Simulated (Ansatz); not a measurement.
**C2H5ClGeSi: energies of removing a hydrogen, by script**

Wanted for C2H5ClGeSi: energies of removing a hydrogen. SMILES: Cl[SiH2]C#[C][GeH3].

Computed with Ansatz 0.2.0 through its Python package. Level of theory: CAM-B3LYP/def2-SVPD.

## (1) The structure

Bond lengths: Cl1–Si2 2.065 Å, Si2–C3 1.786 Å, C3–C4 1.281 Å, C4–Ge5 1.847 Å, Si2–H6 1.488 Å, Si2–H7 1.471 Å, Ge5–H8 1.546 Å, Ge5–H9 1.592 Å, Ge5–H10 1.575 Å. Angles: Cl1–Si2–C3 107.3°, Cl1–Si2–H6 111.0°, Cl1–Si2–H7 111.0°, C3–Si2–H6 109.9°, C3–Si2–H7 108.7°, H6–Si2–H7 109.0°, Si2–C3–C4 176.1°, C3–C4–Ge5 174.6°, C4–Ge5–H8 110.1°, C4–Ge5–H9 108.0°, C4–Ge5–H10 111.3°, H8–Ge5–H9 109.3°, H8–Ge5–H10 111.3°, H9–Ge5–H10 106.7°.

No structure file is read: the coordinates are typed or built in the script.

## (2) The code

bde.py

```python
# -*- coding: utf-8 -*-
"""X-H bond energies of C2H5ClGeSi without relaxation."""

import ansatz


def single_point(molecule, charge=0, unpaired=0):
    calc = (
        molecule.calculation()
        .basis(gaussian="def2-SVPD")
        .functional("cam_b3lyp")
    )
    if charge:
        calc = calc.charge(charge)
    if unpaired:
        calc = calc.spin("collinear", total=unpaired)
    report = calc.run(threads=1).report
    if report["published_state_doubts"]:
        print("  doubts:", report["published_state_doubts"])
    return report["free_energy_ev"]

GEOMETRY = """
Cl   -3.48640    0.51290   -0.83110
Si   -1.63010    1.30530   -1.26520
C    -0.42030    0.35590   -0.35640
C     0.50820   -0.26870    0.26620
Ge    1.72680   -1.28280    1.21450
H    -1.55450    2.73670   -0.86420
H    -1.33330    1.19420   -2.70180
H     2.50800   -2.21040    0.25490
H     2.74450   -0.28850    1.92980
H     1.02010   -2.10570    2.35630
"""

def without(molecule, index):
    rest = ansatz.Crystal.molecule()
    for i, site in enumerate(molecule.cartesian_sites):
        if i != index:
            rest = rest.atom(site.symbol, site.position_ang)
    return rest


def main():
    geometry = ansatz.Crystal.molecule()
    for line in GEOMETRY.strip().splitlines():
        symbol, *xyz = line.split()
        geometry = geometry.atom(symbol, [float(v) for v in xyz])

    whole = single_point(geometry, 0)
    hydrogen = single_point(ansatz.Crystal.molecule().atom("H", (0, 0, 0)), 0, 1)
    print(f"E(molecule) = {whole:.5f} eV, E(H) = {hydrogen:.5f} eV")
    for index in [6, 9]:
        radical = single_point(without(geometry, index), 0, 1)
        print(f"H{index}: homolysis {(radical + hydrogen - whole):.3f} eV")
        anion = single_point(without(geometry, index), -1)
        print(f"H{index}: loss of a proton {(anion - whole):.3f} eV")


if __name__ == "__main__":
    main()
```

## (3) The input behind the calls

The package turns the script's settings into the engine's input (first run):

```yaml
crystal:
  periodic: [false, false, false]
  atoms:
    - { symbol: Cl, position_ang: [-3.4864, 0.5129, -0.8311] }
    - { symbol: Si, position_ang: [-1.6301, 1.3053, -1.2652] }
    - { symbol: C, position_ang: [-0.4203, 0.3559, -0.3564] }
    - { symbol: C, position_ang: [0.5082, -0.2687, 0.2662] }
    - { symbol: Ge, position_ang: [1.7268, -1.2828, 1.2145] }
    - { symbol: H, position_ang: [-1.5545, 2.7367, -0.8642] }
    - { symbol: H, position_ang: [-1.3333, 1.1942, -2.7018] }
    - { symbol: H, position_ang: [2.508, -2.2104, 0.2549] }
    - { symbol: H, position_ang: [2.7445, -0.2885, 1.9298] }
    - { symbol: H, position_ang: [1.0201, -2.1057, 2.3563] }
basis:
  gaussian:
    orbitals: def2-SVPD
hamiltonian:
  xc: cam_b3lyp
```

## (4) Running it

On the command line:

```sh
$ python bde.py
```

**Question.** What results will this script give? Wanted: weakest bond to hydrogen among those tried; easiest loss of a proton among those tried.

**Answer**, as computed:

| quantity | value |
| --- | --- |
| weakest bond to hydrogen among those tried (homolysis) | H9 (counted from 0), 3.736 eV |
| easiest loss of a proton among those tried | H9, 15.453 eV |
| runs compared | 6 |

In words: Atoms are numbered as in the script, from 0. The fragments aren't relaxed and zero-point energy is left out, so these aren't bond dissociation enthalpies. Losing a bare proton in the gas phase costs far more than homolysis, as charges must be parted. All 6 runs converged, in 8 to 29 cycles. The geometry is a force-field or estimated start, not a minimum of this method, and the basis set is short of its limit. All parts are taken at fixed geometry, without zero-point energy.
